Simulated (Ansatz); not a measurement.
# BrClGaH2N: basis-set convergence

How large a basis does BrClGaH2N need? Two functionals are run in growing sets.

Method: one geometry, several basis sets; program: Ansatz 0.2.0, Gaussian basis.

Plan: PBE0-D4/def2-SVP; ωB97M-V/def2-SVP; PBE0-D4/def2-QZVPP; ωB97M-V/def2-QZVPP; the functionals' def2-TZVPP values are taken from earlier runs.

### Step 1. Structure used throughout

The geometry comes from an earlier relaxation with PBE0-D4 in a triple-zeta def2 set; it is a stationary point.

SMILES `[NH2][Ga]([Cl])[Br]`, 6 atoms, charge 0, spin multiplicity 1.

Atoms are counted from 1 here; the program's logs count them from 0.

Bond lengths: N1–Ga2 1.792 Å, N1–H5 1.005 Å, N1–H6 1.005 Å, Ga2–Cl3 2.127 Å, Ga2–Br4 2.268 Å. Angles: Ga2–N1–H5 123.0°, Ga2–N1–H6 122.9°, H5–N1–H6 113.7°, N1–Ga2–Cl3 119.9°, N1–Ga2–Br4 120.9°, Cl3–Ga2–Br4 119.3°.

### Step 2. PBE0-D4 in def2-SVP

Contents of in.yaml:

```yaml
crystal:
  periodic: [false, false, false]
  atoms:
    - {symbol: N, position_ang: [-0.091305, 1.068589, -0.038441]}
    - {symbol: Ga, position_ang: [0.103339, -0.712257, 0.000690]}
    - {symbol: Cl, position_ang: [1.986195, -1.560930, 0.507609]}
    - {symbol: Br, position_ang: [-1.628234, -2.083344, -0.513233]}
    - {symbol: H, position_ang: [-0.968930, 1.519549, -0.227770]}
    - {symbol: H, position_ang: [0.641035, 1.704394, 0.224845]}
basis:
  gaussian: {orbitals: def2-SVP}
hamiltonian: {xc: pbe0, dispersion: d4}
output: {orbitals: {seedname: orbitals}}
```

The runs that follow: ωB97M-V in def2-SVP; PBE0-D4 in def2-QZVPP; ωB97M-V in def2-QZVPP.

**Question.** What will the summary of the whole plan be? Wanted: PBE0-D4: double and triple zeta above quadruple; ωB97M-V: double and triple zeta above quadruple.

The runs gave:

| quantity | value |
| --- | --- |
| PBE0-D4: double and triple zeta above quadruple | 24.49, 3.08 eV |
| ωB97M-V: double and triple zeta above quadruple | 24.30, 2.96 eV |

**Reading.** For PBE0-D4 the step from double to triple zeta gains 21.41 eV and the next only 3.08 eV. Total energies overstate the basis error of differences, where much of it tends to cancel. The LUMO of ωB97M-V is positive and keeps falling with the basis (1.06 to 0.47 eV): an unbound level that the basis holds in place.
